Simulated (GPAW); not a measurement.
RuAu:

```
CELL_PARAMETERS angstrom
3.16481 0.00000 0.00000
0.00000 3.16481 0.00000
0.00000 0.00000 3.16481
ATOMIC_POSITIONS crystal
Ru 0.00000 0.00000 0.00000
Au 0.50000 0.50000 0.50000
```

The cell was built by a generator and needn't be a form met in nature.

Base run:

| Item | Value |
| --- | --- |
| Program | GPAW 26.7.0 |
| Functional | revPBE |
| Potentials or basis | the program's PAW data sets (release 1.2.1) made for this functional |
| Cutoff | 600 eV |
| Basis | pw |
| k mesh | 8 × 8 × 8 |
| Occupations | fermi-dirac, width 0.05 eV |
| Spin | no spin polarisation |

Its results: pressure 4.9 GPa.

Problem. After a change of settings the same cell gave: pressure -11.7 GPa. Which change was it?
A. functional from revPBE to r2SCAN; potentials or basis from the program's PAW data sets (release 1.2.1) made for this functional to GPAW PAW data sets (gpaw-data 1.2.1)
B. functional from revPBE to TPSS; potentials or basis from the program's PAW data sets (release 1.2.1) made for this functional to GPAW PAW data sets (gpaw-data 1.2.1)
C. functional from revPBE to LDA
D. functional from revPBE to AM05; potentials or basis from the program's PAW data sets (release 1.2.1) made for this functional to PAW data sets generated in the run's folder for this functional

Solution. C.

LDA binds more tightly than revPBE, so the same cell stands under less pressure.

Caveats: with this Au data set, volumes or pressures lay over 1.5 % or 2 GPa off other programs in two to four cells of ten.

Runs at the PBE level aren't shown here.
